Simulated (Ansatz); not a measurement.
**Si₂H₃Cl₃: one species, many methods**

The task here is to estimate one member of a computed series from the others.

Method: functionals in def2-TZVPP, the program's frozen cores in correlated methods; program: Ansatz 0.2.0, Gaussian basis.

Plan: PBE-D4, r2SCAN-D4, PBE0-D4, B3LYP-D4, ωB97X-V, ωB97M-V, B2PLYP; CCSD(T)/def2-TZVPP; MP2/def2-QZVPP; extrapolation to the limit.

**The geometry**

All runs share one geometry, relaxed beforehand with PBE0-D4 in a triple-zeta def2 set.

SMILES `Cl[SiH2][SiH](Cl)Cl`, 8 atoms, charge 0, spin multiplicity 1.

Atoms are counted from 1 here; the program's logs count them from 0.

Bond lengths: Cl1–Si2 2.052 Å, Si2–Si3 2.341 Å, Si2–H6 1.484 Å, Si2–H7 1.484 Å, Si3–Cl4 2.047 Å, Si3–Cl5 2.047 Å, Si3–H8 1.481 Å. Angles: Cl1–Si2–Si3 107.6°, Cl1–Si2–H6 108.9°, Cl1–Si2–H7 108.9°, Si3–Si2–H6 110.7°, Si3–Si2–H7 110.7°, H6–Si2–H7 110.0°, Si2–Si3–Cl4 108.6°, Si2–Si3–Cl5 108.6°, Si2–Si3–H8 114.3°, Cl4–Si3–Cl5 109.8°, Cl4–Si3–H8 107.7°, Cl5–Si3–H8 107.7°.

The first run:

in.yaml reads:

```yaml
crystal:
  periodic: [false, false, false]
  atoms:
    - {symbol: Cl, position_ang: [-2.063825, 0.317291, 1.520529]}
    - {symbol: Si, position_ang: [-0.038904, 0.297732, 1.187881]}
    - {symbol: Si, position_ang: [0.303239, -0.253625, -1.061891]}
    - {symbol: Cl, position_ang: [-0.506602, -2.100525, -1.413219]}
    - {symbol: Cl, position_ang: [-0.632115, 1.145219, -2.227389]}
    - {symbol: H, position_ang: [0.585090, -0.714058, 2.075585]}
    - {symbol: H, position_ang: [0.511139, 1.642844, 1.486711]}
    - {symbol: H, position_ang: [1.726978, -0.300479, -1.468107]}
basis:
  gaussian: {orbitals: def2-TZVPP}
hamiltonian: {xc: pbe, dispersion: d4}
output: {forces: true, orbitals: {seedname: orbitals}}
```

Among the steps run: PBE-D4 (GGA); r2SCAN-D4 (meta-GGA); PBE0-D4 (hybrid); B3LYP-D4 (hybrid); ωB97X-V (range-separated); ωB97M-V (range-separated); B2PLYP (double hybrid); CCSD(T) in def2-TZVPP; MP2 in def2-QZVPP.

One table of the session follows, with a row left open; its other results are not shown here.

| method | atomisation energy (kJ/mol) |
| --- | --- |
| PBE-D4 | 2429.5 |
| r2SCAN-D4 | 2443.2 |
| PBE0-D4 | 2417.9 |
| B3LYP-D4 | 2393.7 |
| ωB97X-V | 2452.7 |
| ωB97M-V | 2438.7 |
| B2PLYP | 2366.7 |
| HF/def2-TZVPP | ? |
| MP2/def2-TZVPP | 2396.8 |
| CCSD/def2-TZVPP | 2305.7 |
| CCSD(T)/def2-TZVPP | 2344.8 |
| MP2/CBS | 2484.9 |
| CCSD(T)/CBS | 2433.0 |

**Question.** Estimate the row for HF/def2-TZVPP.

The run gave: atomisation energy (kJ/mol): 1833.9. In the column «atomisation energy (kJ/mol)» it is the lowest.
